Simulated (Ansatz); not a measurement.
# CH3AlOTe: the cost of one run

The runs use Ansatz 0.2.0; RKS PBE0-D4/def2-SVP.

## 1. Where the work starts

7 atoms, charge 0, spin multiplicity 1.

Atoms are counted from 1 here; the program's logs count them from 0.

Bond lengths: Te1–Al2 2.522 Å, Te1–H5 1.684 Å, Al2–C3 1.921 Å, Al2–O4 1.753 Å, C3–O4 1.472 Å, C3–H6 1.111 Å, C3–H7 1.111 Å. Angles: Al2–Te1–H5 88.8°, Te1–Al2–C3 178.6°, Te1–Al2–O4 134.5°, C3–Al2–O4 47.0°, Al2–C3–O4 60.5°, Al2–C3–H6 122.4°, Al2–C3–H7 122.4°, O4–C3–H6 114.4°, O4–C3–H7 114.4°, H6–C3–H7 111.5°, Al2–O4–C3 72.5°.

Coordinates:

```
Te   -2.9469    0.1368   -0.4542
Al   -0.5170   -0.0632    0.1926
C     1.3195   -0.2332    0.7282
O     1.0022    0.1758   -0.6497
H    -2.4609    0.5907   -2.0018
H     1.8263   -1.2181    0.8095
H     1.8382    0.5433    1.3295
```

This geometry comes from a loose relaxation at PBE in a small basis, which is not shown.

## 4. Setting up the map

First coordinate, normal mode 1 (103 cm⁻¹): 9 values from −2.50 amu½·Å. Second coordinate, normal mode 6 (665 cm⁻¹): 9 values from −0.68 amu½·Å.

Nothing else is relaxed (straight displacements along the two mass-weighted modes). Energies count from the relaxed molecule at the same level. Points are written as (first, second).

Displacement patterns for an amplitude of 1 (Å):

| atom | x1 | y1 | z1 | x2 | y2 | z2 |
| --- | --- | --- | --- | --- | --- | --- |
| Te1 | 0.012 | 0.004 | -0.013 | 0.000 | 0.000 | 0.000 |
| Al2 | -0.027 | -0.038 | 0.130 | 0.000 | 0.031 | 0.009 |
| C3 | 0.059 | 0.025 | -0.084 | 0.000 | -0.077 | -0.023 |
| O4 | -0.113 | 0.011 | -0.036 | 0.000 | -0.021 | -0.006 |
| H5 | 0.177 | -0.010 | 0.029 | 0.000 | -0.011 | -0.003 |
| H6 | 0.088 | 0.035 | -0.128 | 0.615 | 0.246 | -0.028 |
| H7 | 0.088 | 0.039 | -0.127 | -0.613 | 0.198 | 0.159 |

(The set-up runs are not shown.)

## 5. Point (0.00 amu½·Å, 0.00 amu½·Å)

input.yaml

```yaml
crystal:
  periodic: [false, false, false]
  atoms:
    - { symbol: Te, position_ang: [-2.919627, 0.133226, -0.43909] }
    - { symbol: Al, position_ang: [-0.491424, -0.050317, 0.14004] }
    - { symbol: C, position_ang: [1.303759, -0.234159, 0.73139] }
    - { symbol: O, position_ang: [1.031561, 0.173338, -0.645505] }
    - { symbol: H, position_ang: [-2.486766, 0.58648, -1.983779] }
    - { symbol: H, position_ang: [1.807319, -1.209791, 0.818564] }
    - { symbol: H, position_ang: [1.816477, 0.533124, 1.332578] }
basis:
  gaussian: { orbitals: def2-SVP }
hamiltonian:
  xc: pbe0
  dispersion: d4
output:
  forces: true
```

The run is started by

```sh
$ ansatz run input.yaml --threads 1 --pin off --max-ram 2560MiB --backend cpu --events-out ev --progress --plain --runs-dir out
```

What time and memory should one allow on 1 thread of Arm Neoverse V1, shared host?

About 4 s, with a peak of 0.17 GiB.
